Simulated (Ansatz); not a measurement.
The system is VWC2.

```
W V C
1.0
     1.51704    0.87586    4.93389
    -1.51704    0.87586    4.93389
     0.00000   -1.75173    4.93389
W V C
1 1 2
Direct
  0.00000 0.00000 0.00000
  0.50000 0.50000 0.50000
  0.24649 0.24649 0.24649
  0.75351 0.75351 0.75351
```

The cell comes from a database or a generator and needn't be the stable form of this composition.

Program: Ansatz 0.2.0. Alike in all runs: task band structure; potentials or basis Ansatz PAW; cell as given; k mesh 10 × 10 × 10; smearing fermi-dirac 0.05 eV. Hardware: 2 threads of Intel(R) Xeon(R) Processor @ 2.50GHz (Skylake/Cascade Lake), with other jobs on the host.

Question: Order these runs on this cell by their wall time, lowest first.
A. level PBEsol; spin non-collinear, ferromagnetic start, SOC; cutoff (eV) 420
B. level r2SCAN; spin collinear, ferromagnetic start; cutoff (eV) 500
C. level LDA; spin collinear, ferromagnetic start; cutoff (eV) 420

Answer: C (33 s), B (80 s), A (490 s).

Caveats: the magnetic or orbital state may not be the lowest (some runs).

Not every run made on this cell is shown here.
